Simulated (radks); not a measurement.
**Ionisation of V³⁺: one atom, several choices of relativity**

One table from this session's results is given with a row withheld; the runs are named, their logs left out.

The numbers are computed with radks (a radial shooting solver on a logarithmic mesh, Libxc functionals) version 1 (Kohn-Sham, PBE, spin-unpolarised, spherical densities), except any that are marked as measured or tabulated.

## What is computed

| Property | Result |
| --- | --- |
| element | vanadium (Z = 23) |
| charge | +3 |
| electrons | 20 |
| configuration | [Ar] 3d2 |
| ion | V⁴⁺, [Ar] 3d1 |
| choices | non-relativistic; scalar-relativistic; Dirac, 2j+1 shares; Dirac, low j first; scalar-relativistic, finite nucleus; Dirac, 2j+1 shares, finite nucleus; Dirac, c × 3; Dirac, c × 1.25; Dirac, c × 100 |

Set-up of the first run:

The run's settings:

```text
Z 23
configuration [Ar] 3d2 4s0 4p0
relativity non-relativistic
functional pbe,pbe
spin unpolarised
nucleus point
```

Among the steps run: non-relativistic: V³⁺.

One table of the session follows, with a row left open; its other results are not shown here.

It belongs to the step «non-relativistic: V³⁺». From the orbitals of this run (lengths in bohr):

```
level     <r>  outermost maximum (interpolated)  90 % within  nodes
   1s       ?                                 ?            ?      ?
   2s  0.3110                             0.258        0.482      1
   2p  0.2751                             0.209        0.451      0
   3s  0.9441                             0.822         1.41      2
   3p  0.9958                             0.841         1.52      1
   3d   1.175                             0.851         1.95      0
   4s   2.527                              2.30         3.64      3
   4p   2.851                              2.58         4.14      2
```

**Question.** Estimate the row for 1s.

**Answer.** <r>: 0.06705; outermost maximum (interpolated): 0.0441; 90 % within: 0.119; nodes: 0. In the column «<r>» it is the lowest.

Caveats from the session: Spin polarisation and multiplet splitting of open shells are left out at every level.
